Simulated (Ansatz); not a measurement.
# C3H5B: one molecule under many settings

Aim: run C3H5B under a spread of inputs, and see what each costs and gives.

The runs use Ansatz 0.2.0, Gaussian basis; the settings change from run to run.

## (1) The molecule

The structure was relaxed beforehand with PBE0-D4 in a triple-zeta def2 set.

SMILES `BC#CC`, 9 atoms, charge 0, spin multiplicity 1.

Atoms are counted from 1 here; the program's logs count them from 0.

Bond lengths: B1–C2 1.493 Å, B1–H5 1.195 Å, B1–H6 1.195 Å, C2–C3 1.214 Å, C3–C4 1.444 Å, C4–H7 1.094 Å, C4–H8 1.093 Å, C4–H9 1.092 Å. Angles: C2–B1–H5 120.2°, C2–B1–H6 120.2°, H5–B1–H6 119.7°, B1–C2–C3 179.9°, C2–C3–C4 179.6°, C3–C4–H7 109.6°, C3–C4–H8 111.1°, C3–C4–H9 111.7°, H7–C4–H8 107.5°, H7–C4–H9 108.0°, H8–C4–H9 108.9°.

## (2) wB97X/def2-mTZVPP

Options: charge -1, multiplicity 2.

The input, in.yaml:

```yaml
crystal:
  periodic: [false, false, false]
  atoms:
    - {symbol: B, position_ang: [-0.086628, 2.047041, -1.052802]}
    - {symbol: C, position_ang: [-0.032631, 0.718527, -0.372812]}
    - {symbol: C, position_ang: [0.013274, -0.360584, 0.180741]}
    - {symbol: C, position_ang: [0.078592, -1.644371, 0.839130]}
    - {symbol: H, position_ang: [0.200559, 2.142225, -2.209206]}
    - {symbol: H, position_ang: [-0.415798, 3.020964, -0.442942]}
    - {symbol: H, position_ang: [1.116365, -1.868465, 1.103087]}
    - {symbol: H, position_ang: [-0.272138, -2.442773, 0.180303]}
    - {symbol: H, position_ang: [-0.513094, -1.658765, 1.757400]}
basis:
  gaussian: {orbitals: def2-mTZVPP}
total_charge: -1
magnetization: {spin_polarized: true, initial_magnetization: 1}
hamiltonian: {xc: {name: wB97X}}
output: {forces: true}
```

The run is started by

```bash
$ ansatz run in.yaml --threads 2 --pin off --events-out ev --progress --plain --max-ram 4352MiB
```

Output (excerpt; [...] marks lines left out):

```text
Functional definition: wB97X
  name "wB97X"
  cite "Chai & Head-Gordon, J. Chem. Phys. 128, 084106 (2008) doi:10.1063/1.2834918"
  cite "Becke, J. Chem. Phys. 107, 8554 (1997) doi:10.1063/1.475007"
[...]
  # The coefficients of nought are those of the uniform gas.
[...]
      + exact_x_lr(omega)
[...]
      + integral(e_c_pw_opposite_spin*poly(b97_u_opposite, 1, cos1, cos2, cos3, cos4))
944 factors; integrals over basis functions are off by at most 1.3e-3 eV
213 factors; integrals over basis functions are off by at most 1.3e-5 eV
[...]
mean field -3866.82744313 eV, -142.1032875052 hartree, gradient 4.2e-5 eV, S^2 0.766358; 0 other end points of the search recorded, 0 dependent functions left out
[...]
reference -3866.82741466 eV, -142.1032864591 hartree; 15, 14 occupied and 86, 87 virtual orbitals, 944 factors
Total energy: -3866.82741466 eV, -142.1032864591 hartree
Atom 0 at    -0.086628     2.047041    -1.052802 Å, force    -0.002812     0.149180    -0.078110 eV/Å
Atom 1 at    -0.032631     0.718527    -0.372812 Å, force    -0.017851     0.650502    -0.330940 eV/Å
Atom 2 at     0.013274    -0.360584     0.180741 Å, force    -0.161512    -0.517207     0.296448 eV/Å
Atom 3 at     0.078592    -1.644371     0.839130 Å, force     0.246323    -0.128144     0.017893 eV/Å
Atom 4 at     0.200559     2.142225    -2.209206 Å, force     0.098162     0.051129    -0.412431 eV/Å
Atom 5 at    -0.415798     3.020964    -0.442942 Å, force    -0.116495     0.357001     0.202679 eV/Å
Atom 6 at     1.116365    -1.868465     1.103087 Å, force     0.085263    -0.274518     0.175776 eV/Å
Atom 7 at    -0.272138    -2.442773     0.180303 Å, force    -0.072478    -0.183035     0.057049 eV/Å
Atom 8 at    -0.513094    -1.658765     1.757400 Å, force    -0.058599    -0.104907     0.071636 eV/Å
Dipole moment:     0.068481    -1.479055     0.758098 e Å
```

Run time: 2.6 s. Hardware: 2 threads of AMD EPYC 9R45, shared host; peak memory 0.33 GiB.

Largest force 0.730 eV/Å, ⟨S²⟩ 0.766.

## (3) r2SCAN0/def2-TZVPD

This run has relativity set to scalar.

Changes to in.yaml since step 2:

```diff
@@ -13,6 +13,4 @@
 basis:
-  gaussian: {orbitals: def2-mTZVPP}
-total_charge: -1
-magnetization: {spin_polarized: true, initial_magnetization: 1}
-hamiltonian: {xc: {name: wB97X}}
+  gaussian: {orbitals: def2-TZVPD}
+hamiltonian: {xc: {name: r2SCAN0}, pseudopotentials: {relativity: scalar}}
 output: {forces: true}
```

Launched as before.

Output (excerpt; [...] marks lines left out):

```text
Functional definition: r2SCAN0
  name "r2SCAN0"
  cite "Bursch, Neugebauer, Ehlert & Grimme, J. Chem. Phys. 156, 134105 (2022) doi:10.1063/5.0086040"
  cite "Furness, Kaplan, Ning, Perdew & Sun, J. Phys. Chem. Lett. 11, 8208 (2020) doi:10.1021/acs.jpclett.0c02405"
  cite "Furness, Kaplan, Ning, Perdew & Sun, J. Phys. Chem. Lett. 11, 9248 (2020) doi:10.1021/acs.jpclett.0c03077"
  parent r2scan
[...]
942 factors; their error is unknown
[...]
mean field -3866.55663601 eV, -142.0933355273 hartree, gradient 6.4e-5 eV, S^2 0.000000; 0 other end points of the search recorded, 0 dependent functions left out
[...]
reference -3866.55664690 eV, -142.0933359275 hartree; 14, 14 occupied and 179, 179 virtual orbitals, 942 factors
Total energy: -3866.55664690 eV, -142.0933359275 hartree
Relativity: scalar
Atom 0 at    -0.086628     2.047041    -1.052802 Å, force    -0.000156     0.047891    -0.023475 eV/Å
Atom 1 at    -0.032631     0.718527    -0.372812 Å, force     0.019466    -0.395386     0.201812 eV/Å
Atom 2 at     0.013274    -0.360584     0.180741 Å, force    -0.012631     0.363641    -0.183640 eV/Å
Atom 3 at     0.078592    -1.644371     0.839130 Å, force     0.008556    -0.082532     0.039489 eV/Å
Atom 4 at     0.200559     2.142225    -2.209206 Å, force    -0.030293    -0.011837     0.115262 eV/Å
Atom 5 at    -0.415798     3.020964    -0.442942 Å, force     0.031168    -0.098917    -0.059858 eV/Å
Atom 6 at     1.116365    -1.868465     1.103087 Å, force    -0.154226     0.041195    -0.042642 eV/Å
Atom 7 at    -0.272138    -2.442773     0.180303 Å, force     0.050838     0.126739     0.094365 eV/Å
Atom 8 at    -0.513094    -1.658765     1.757400 Å, force     0.087277     0.009206    -0.141313 eV/Å
Dipole moment:     0.029061    -0.417526     0.212099 e Å
```

Wall time 1.9 s (2 threads of AMD EPYC 9R45, shared host); peak memory 0.4 GiB.

Largest force 0.444 eV/Å, dipole 2.25 D.

## (4) SPW92/pcseg-2

Changes to in.yaml since step 3:

```diff
@@ -13,4 +13,4 @@
 basis:
-  gaussian: {orbitals: def2-TZVPD}
-hamiltonian: {xc: {name: r2SCAN0}, pseudopotentials: {relativity: scalar}}
+  gaussian: {orbitals: pcseg-2}
+hamiltonian: {xc: {name: SPW92}}
 output: {forces: true}
```

Same command.

Output (excerpt; [...] marks lines left out):

```text
Functional definition: SPW92
  name "SPW92"
  cite "Dirac, Proc. Camb. Phil. Soc. 26, 376 (1930) doi:10.1017/S0305004100016108"
  cite "Slater, Phys. Rev. 81, 385 (1951) doi:10.1103/PhysRev.81.385"
  cite "Perdew & Wang, Phys. Rev. B 45, 13244 (1992) doi:10.1103/PhysRevB.45.13244"
[...]
918 factors; their error is unknown
[...]
mean field -3829.94086103 eV, -140.7477306157 hartree, gradient 2.2e-5 eV, S^2 0.000000; 0 other end points of the search recorded, 0 dependent functions left out
[...]
reference -3829.94091320 eV, -140.7477325328 hartree; 14, 14 occupied and 176, 176 virtual orbitals, 918 factors
Total energy: -3829.94091320 eV, -140.7477325328 hartree
Atom 0 at    -0.086628     2.047041    -1.052802 Å, force     0.023413    -0.562593     0.288694 eV/Å
Atom 1 at    -0.032631     0.718527    -0.372812 Å, force    -0.038581     0.973675    -0.500053 eV/Å
Atom 2 at     0.013274    -0.360584     0.180741 Å, force     0.059737    -0.978551     0.502276 eV/Å
Atom 3 at     0.078592    -1.644371     0.839130 Å, force    -0.096197     0.721890    -0.358724 eV/Å
Atom 4 at     0.200559     2.142225    -2.209206 Å, force     0.052085     0.011405    -0.212557 eV/Å
Atom 5 at    -0.415798     3.020964    -0.442942 Å, force    -0.062319     0.174991     0.116202 eV/Å
Atom 6 at     1.116365    -1.868465     1.103087 Å, force     0.291349    -0.079766     0.074225 eV/Å
Atom 7 at    -0.272138    -2.442773     0.180303 Å, force    -0.076796    -0.242668    -0.182638 eV/Å
Atom 8 at    -0.513094    -1.658765     1.757400 Å, force    -0.152691    -0.018383     0.272576 eV/Å
Dipole moment:     0.033718    -0.466861     0.236851 e Å
```

It took 0.65 s on 2 threads of AMD EPYC 9R45, shared host.

Largest force 1.102 eV/Å, dipole 2.52 D.

## (5) wB97X-V/def2-TZVPD

Options: charge +1, multiplicity 2, restricted open-shell orbitals.

Changes to in.yaml since step 4:

```diff
@@ -13,4 +13,6 @@
 basis:
-  gaussian: {orbitals: pcseg-2}
-hamiltonian: {xc: {name: SPW92}}
+  gaussian: {orbitals: def2-TZVPD}
+total_charge: 1
+magnetization: {spin_polarized: false, initial_magnetization: 1}
+hamiltonian: {xc: {name: wB97X-V}}
 output: {forces: true}
```

Launched as before.

Output (excerpt; [...] marks lines left out):

```text
Functional definition: wB97X-V
  name "wB97X-V"
  cite "Mardirossian & Head-Gordon, Phys. Chem. Chem. Phys. 16, 9904 (2014) doi:10.1039/C3CP54374A"
  cite "Becke, J. Chem. Phys. 107, 8554 (1997) doi:10.1063/1.475007"
  cite "Vydrov & Van Voorhis, J. Chem. Phys. 133, 244103 (2010) doi:10.1063/1.3521275"
[...]
      + integral(e_c_pw_opposite_spin*poly(b97_u_opposite, cos0, cos1)) + vv10(b, c)
942 factors; their error is unknown
379 factors; integrals over basis functions are off by at most 7.7e-6 eV
[...]
mean field -3857.19055542 eV, -141.7491384140 hartree, gradient 6.4e-6 eV, S^2 0.750000; 3 other end points of the search recorded, 0 dependent functions left out
[...]
reference -3857.19055341 eV, -141.7491383402 hartree; 14, 13 occupied and 179, 180 virtual orbitals, 942 factors
Total energy: -3857.19055341 eV, -141.7491383402 hartree
Atom 0 at    -0.086628     2.047041    -1.052802 Å, force    -0.004604     0.144938    -0.074048 eV/Å
Atom 1 at    -0.032631     0.718527    -0.372812 Å, force    -0.150496     3.324118    -1.703782 eV/Å
Atom 2 at     0.013274    -0.360584     0.180741 Å, force     0.024046    -3.973414     2.066417 eV/Å
Atom 3 at     0.078592    -1.644371     0.839130 Å, force     0.682689     0.394066    -0.352171 eV/Å
Atom 4 at     0.200559     2.142225    -2.209206 Å, force     0.019473    -0.108657    -0.006195 eV/Å
Atom 5 at    -0.415798     3.020964    -0.442942 Å, force    -0.015238    -0.059923     0.091769 eV/Å
Atom 6 at     1.116365    -1.868465     1.103087 Å, force     0.074300     0.110740     0.050628 eV/Å
Atom 7 at    -0.272138    -2.442773     0.180303 Å, force    -0.317520     0.019024    -0.161802 eV/Å
Atom 8 at    -0.513094    -1.658765     1.757400 Å, force    -0.312650     0.149106     0.089183 eV/Å
Dipole moment:    -0.001578    -0.093844     0.049721 e Å
```

Run time: 17 s. Hardware: 2 threads of AMD EPYC 9R45, shared host; peak memory 0.75 GiB.

Largest force 4.479 eV/Å.

## (6) B3LYP5/pcseg-2

Changes to in.yaml since step 5:

```diff
@@ -13,6 +13,3 @@
 basis:
-  gaussian: {orbitals: def2-TZVPD}
-total_charge: 1
-magnetization: {spin_polarized: false, initial_magnetization: 1}
-hamiltonian: {xc: {name: wB97X-V}}
-output: {forces: true}
+  gaussian: {orbitals: pcseg-2}
+hamiltonian: {xc: {name: B3LYP5}}
```

The command is unchanged.

Output:

```text
Functional definition: B3LYP5
  name "B3LYP5"
  cite "Stephens, Devlin, Chabalowski & Frisch, J. Phys. Chem. 98, 11623 (1994) doi:10.1021/j100096a001"
  cite "Becke, Phys. Rev. A 38, 3098 (1988) doi:10.1103/PhysRevA.38.3098"
  cite "Lee, Yang & Parr, Phys. Rev. B 37, 785 (1988) doi:10.1103/PhysRevB.37.785"
  cite "Vosko, Wilk & Nusair, Can. J. Phys. 58, 1200 (1980) doi:10.1139/p80-159"
  parameter a0 = 0.2
  parameter ax = 0.72
  parameter ac = 0.81
  exchange = (1 - a0 - ax)*slater_x + ax*b88_x + a0*exact_x
  correlation = (1 - ac)*vwn5_c + ac*lyp_c
918 factors; their error is unknown
mean field evaluation 1: about -3857.9952 eV, gradient 5.7e1 eV
mean field evaluation 2: about -3856.2654 eV, gradient 5.9e1 eV
mean field evaluation 4: about -3865.8107 eV, gradient 6.9e0 eV
mean field evaluation 8: about -3865.8895 eV, gradient 5.1e-1 eV
mean field -3865.88982036 eV, -142.0688305040 hartree, gradient 3.8e-5 eV, S^2 0.000000; 0 other end points of the search recorded, 0 dependent functions left out
reference -3865.89012172 eV, -142.0688415789 hartree; 14, 14 occupied and 176, 176 virtual orbitals, 918 factors
Total energy: -3865.89012172 eV, -142.0688415789 hartree
```

It took 0.85 s on 2 threads of AMD EPYC 9R45, shared host; peak memory 0.34 GiB.

## (7) rPW86-PBE/cc-pVTZ-DK

Changes to in.yaml since step 6:

```diff
@@ -13,3 +13,4 @@
 basis:
-  gaussian: {orbitals: pcseg-2}
-hamiltonian: {xc: {name: B3LYP5}}
+  gaussian: {orbitals: cc-pVTZ-DK}
+hamiltonian: {xc: {name: rPW86-PBE}}
+output: {forces: true}
```

The command is unchanged.

Output (excerpt; [...] marks lines left out):

```text
Functional definition: rPW86-PBE
  name "rPW86-PBE"
  cite "Murray, Lee & Langreth, J. Chem. Theory Comput. 5, 2754 (2009) doi:10.1021/ct900365q"
  cite "Perdew, Burke & Ernzerhof, Phys. Rev. Lett. 77, 3865 (1996) doi:10.1103/PhysRevLett.77.3865"
  parent pbe
[...]
1008 factors; their error is unknown
[...]
mean field -3879.01712450 eV, -142.5512500333 hartree, gradient 8.2e-6 eV, S^2 0.000000; 0 other end points of the search recorded, 0 dependent functions left out
[...]
reference -3879.01723528 eV, -142.5512541043 hartree; 14, 14 occupied and 176, 176 virtual orbitals, 1008 factors
Total energy: -3879.01723528 eV, -142.5512541043 hartree
Relativity: scalar
Atom 0 at    -0.086628     2.047041    -1.052802 Å, force     0.002325    -0.021390     0.011902 eV/Å
Atom 1 at    -0.032631     0.718527    -0.372812 Å, force    -0.032218     0.804932    -0.413765 eV/Å
Atom 2 at     0.013274    -0.360584     0.180741 Å, force     0.026183    -0.558555     0.288585 eV/Å
Atom 3 at     0.078592    -1.644371     0.839130 Å, force    -0.012970    -0.038810     0.021658 eV/Å
Atom 4 at     0.200559     2.142225    -2.209206 Å, force    -0.009063     0.019204     0.014333 eV/Å
Atom 5 at    -0.415798     3.020964    -0.442942 Å, force     0.005035    -0.000382    -0.025152 eV/Å
Atom 6 at     1.116365    -1.868465     1.103087 Å, force     0.097955    -0.056709     0.041274 eV/Å
Atom 7 at    -0.272138    -2.442773     0.180303 Å, force    -0.026569    -0.110723    -0.044111 eV/Å
Atom 8 at    -0.513094    -1.658765     1.757400 Å, force    -0.050680    -0.037567     0.105276 eV/Å
Dipole moment:     0.031056    -0.447406     0.227179 e Å
```

Wall time 1.8 s (2 threads of AMD EPYC 9R45, shared host).

Largest force 0.906 eV/Å, dipole 2.41 D.

## (8) SPW92/def2-TZVPP

Options: atoms shaken by 0.15 Å, a grid of angular degree 11, a point charge of 2.00 e beside it, high accuracy.

The input, in.yaml:

```yaml
crystal:
  periodic: [false, false, false]
  atoms:
    - {symbol: B, position_ang: [-0.152919, 2.118598, -0.942893]}
    - {symbol: C, position_ang: [0.066558, 0.774119, -0.101924]}
    - {symbol: C, position_ang: [0.161813, -0.315705, 0.028542]}
    - {symbol: C, position_ang: [-0.198979, -1.829051, 0.704821]}
    - {symbol: H, position_ang: [0.265870, 2.049692, -2.194777]}
    - {symbol: H, position_ang: [-0.581748, 2.790782, -0.389816]}
    - {symbol: H, position_ang: [0.988692, -2.057970, 0.966226]}
    - {symbol: H, position_ang: [-0.255048, -2.251259, 0.141488]}
    - {symbol: H, position_ang: [-0.369593, -1.540239, 1.944717]}
basis:
  gaussian: {orbitals: def2-TZVPP, final_grid: {core_spheres: 5, valence_spheres: 4, degree: 11}, point_charges: [{charge: 2.00, position_ang: [5.380, 0.466, 0.061]}]}
hamiltonian: {xc: {name: SPW92}}
accuracy: high
output: {forces: true}
```

The command is unchanged.

Output (excerpt; [...] marks lines left out):

```text
Functional definition: SPW92
  name "SPW92"
  cite "Dirac, Proc. Camb. Phil. Soc. 26, 376 (1930) doi:10.1017/S0305004100016108"
  cite "Slater, Phys. Rev. 81, 385 (1951) doi:10.1103/PhysRev.81.385"
  cite "Perdew & Wang, Phys. Rev. B 45, 13244 (1992) doi:10.1103/PhysRevB.45.13244"
[...]
3307 factors; integrals over basis functions are off by at most 1.3e-8 eV
[...]
mean field -3819.51080147 eV, -140.3644329967 hartree, gradient 3.4e-8 eV, S^2 0.000000; 0 other end points of the search recorded, 0 dependent functions left out
[...]
reference -3819.51080731 eV, -140.3644332114 hartree; 14, 14 occupied and 180, 180 virtual orbitals, 3307 factors
Total energy: -3819.51080731 eV, -140.3644332114 hartree
Atom 0 at    -0.152919     2.118598    -0.942893 Å, force     4.949556    -9.060776    -4.963376 eV/Å
Atom 1 at     0.066558     0.774119    -0.101924 Å, force    -0.642896    17.987333    -4.741232 eV/Å
Atom 2 at     0.161813    -0.315705     0.028542 Å, force    -0.631164   -19.969827     4.764662 eV/Å
Atom 3 at    -0.198979    -1.829051     0.704821 Å, force    10.597191    33.041618    38.043588 eV/Å
Atom 4 at     0.265870     2.049692    -2.194777 Å, force    -0.755208     0.441575     2.015846 eV/Å
Atom 5 at    -0.581748     2.790782    -0.389816 Å, force    -4.275490     7.443947     4.709561 eV/Å
Atom 6 at     0.988692    -2.057970     0.966226 Å, force    -2.137083     0.004218    -0.472178 eV/Å
Atom 7 at    -0.255048    -2.251259     0.141488 Å, force    -5.881104   -28.425340   -35.360676 eV/Å
Atom 8 at    -0.369593    -1.540239     1.944717 Å, force    -1.036935    -1.482691    -3.957832 eV/Å
Dipole moment:    -0.327475    -0.269103     0.214737 e Å
```

Wall time 3.9 s (2 threads of AMD EPYC 9R45, shared host); peak memory 0.79 GiB.

Largest force 51.491 eV/Å, dipole 2.28 D.

## (9) PBE-QIDH/cc-pVDZ

This run has multiplicity 3.

The input, in.yaml:

```yaml
crystal:
  periodic: [false, false, false]
  atoms:
    - {symbol: B, position_ang: [-0.086628, 2.047041, -1.052802]}
    - {symbol: C, position_ang: [-0.032631, 0.718527, -0.372812]}
    - {symbol: C, position_ang: [0.013274, -0.360584, 0.180741]}
    - {symbol: C, position_ang: [0.078592, -1.644371, 0.839130]}
    - {symbol: H, position_ang: [0.200559, 2.142225, -2.209206]}
    - {symbol: H, position_ang: [-0.415798, 3.020964, -0.442942]}
    - {symbol: H, position_ang: [1.116365, -1.868465, 1.103087]}
    - {symbol: H, position_ang: [-0.272138, -2.442773, 0.180303]}
    - {symbol: H, position_ang: [-0.513094, -1.658765, 1.757400]}
basis:
  gaussian: {orbitals: cc-pVDZ}
magnetization: {spin_polarized: true, initial_magnetization: 2}
hamiltonian: {xc: {name: PBE-QIDH}}
```

Same command.

Output (excerpt; [...] marks lines left out):

```text
Functional definition: PBE-QIDH
  name "PBE-QIDH"
  cite "Brémond, Sancho-García, Pérez-Jiménez & Adamo, J. Chem. Phys. 141, 031101 (2014) doi:10.1063/1.4890314"
  cite "Perdew, Burke & Ernzerhof, Phys. Rev. Lett. 77, 3865 (1996) doi:10.1103/PhysRevLett.77.3865"
[...]
744 factors; integrals over basis functions are off by at most 1.1e-3 eV
[...]
mean field -3851.91880984 eV, -141.5554053371 hartree, gradient 4.8e-6 eV, S^2 2.029629; 2 other end points of the search recorded, 0 dependent functions left out
4 core orbitals not correlated: weight in the atoms' cores, before any rotation towards them, 1.000 or more for the frozen orbitals, at most 0.000 for the correlated occupied ones
reference -3851.91882118 eV, -141.5554057539 hartree; 11, 9 occupied and 66, 68 virtual orbitals, 744 factors
second order -13.67843437 eV of doubles, -0.00000000 eV of singles
Total energy: -3856.47829930 eV, -141.7229634844 hartree
```

Run time: 1.6 s. Hardware: 2 threads of AMD EPYC 9R45, shared host.

⟨S²⟩ 2.030.

## (10) LC-wPBE/STO-3G

Options: the search for lower states set to light.

Changes to in.yaml since step 9:

```diff
@@ -13,4 +13,5 @@
 basis:
-  gaussian: {orbitals: cc-pVDZ}
-magnetization: {spin_polarized: true, initial_magnetization: 2}
-hamiltonian: {xc: {name: PBE-QIDH}}
+  gaussian: {orbitals: STO-3G}
+hamiltonian: {xc: {name: LC-wPBE}}
+scf: {lower_state_search: light}
+output: {forces: true}
```

Launched as before.

Output (excerpt; [...] marks lines left out):

```text
Functional definition: LC-wPBE
  name "LC-wPBE"
  cite "Vydrov & Scuseria, J. Chem. Phys. 125, 234109 (2006) doi:10.1063/1.2409292"
  cite "Heyd & Scuseria, J. Chem. Phys. 120, 7274 (2004) doi:10.1063/1.1668634"
  cite "Ernzerhof & Perdew, J. Chem. Phys. 109, 3313 (1998) doi:10.1063/1.476928"
  cite "Perdew, Burke & Ernzerhof, Phys. Rev. Lett. 77, 3865 (1996) doi:10.1103/PhysRevLett.77.3865"
  parent pbe
[...]
340 factors; integrals over basis functions are off by at most 4.1e-5 eV
169 factors; integrals over basis functions are off by at most 6.8e-6 eV
[...]
mean field -3816.72476317 eV, -140.2620479777 hartree, gradient 1.2e-5 eV, S^2 0.000000; 0 other end points of the search recorded, 0 dependent functions left out
[...]
reference -3816.72476318 eV, -140.2620479779 hartree; 14, 14 occupied and 11, 11 virtual orbitals, 340 factors
Total energy: -3816.72476318 eV, -140.2620479779 hartree
Atom 0 at    -0.086628     2.047041    -1.052802 Å, force    -0.024576     0.685358    -0.349975 eV/Å
Atom 1 at    -0.032631     0.718527    -0.372812 Å, force     0.028284    -0.676918     0.347457 eV/Å
Atom 2 at     0.013274    -0.360584     0.180741 Å, force    -0.120840     1.972095    -1.004304 eV/Å
Atom 3 at     0.078592    -1.644371     0.839130 Å, force     0.161618    -1.145285     0.563177 eV/Å
Atom 4 at     0.200559     2.142225    -2.209206 Å, force    -0.169223    -0.023221     0.651949 eV/Å
Atom 5 at    -0.415798     3.020964    -0.442942 Å, force     0.187616    -0.531329    -0.369760 eV/Å
Atom 6 at     1.116365    -1.868465     1.103087 Å, force     0.229869    -0.065165     0.083949 eV/Å
Atom 7 at    -0.272138    -2.442773     0.180303 Å, force    -0.124526    -0.195766    -0.137064 eV/Å
Atom 8 at    -0.513094    -1.658765     1.757400 Å, force    -0.168222    -0.019769     0.214571 eV/Å
Dipole moment:     0.024257    -0.305919     0.154714 e Å
```

Run time: 0.3 s. Hardware: 2 threads of AMD EPYC 9R45, shared host.

Largest force 2.216 eV/Å, dipole 1.65 D.

## (11) All runs side by side

```csv
level,charge,multiplicity,geometry,functions,energy (eV),time
wB97X/def2-mTZVPP,-1,2,relaxed,101,-3866.827,2.6 s
r2SCAN0/def2-TZVPD,0,1,relaxed,193,-3866.557,1.9 s
SPW92/pcseg-2,0,1,relaxed,190,-3829.941,0.65 s
wB97X-V/def2-TZVPD,1,2,relaxed,193,-3857.191,17 s
B3LYP5/pcseg-2,0,1,relaxed,190,-3865.890,0.85 s
rPW86-PBE/cc-pVTZ-DK,0,1,relaxed,190,-3879.017,1.8 s
SPW92/def2-TZVPP,0,1,"shaken, point charge",194,-3819.511,3.9 s
PBE-QIDH/cc-pVDZ,0,3,relaxed,81,-3856.478,1.6 s
LC-wPBE/STO-3G,0,1,relaxed,25,-3816.725,0.3 s
```

## (12) Results

```
                                         quantity                     value
                                             runs                         9
                                         quickest     LC-wPBE/STO-3G, 0.3 s
                                          slowest  wB97X-V/def2-TZVPD, 17 s
spread of total energies, same state and geometry                   62.3 eV
                  dipole, same state and geometry            1.65 to 2.52 D
```

wB97X-V/def2-TZVPD took 55 times as long as LC-wPBE/STO-3G. The jobs differ in tasks and options as well as level. The totals spread over 62 eV; they can't be compared across methods or bases. At the PBE0-D4/def2-TZVP geometry and in the same state, runs without warnings or point charges leave forces up to 2.22 eV/Å (LC-wPBE/STO-3G). At that geometry and state the dipole changes by 53 % between the lowest and highest value.
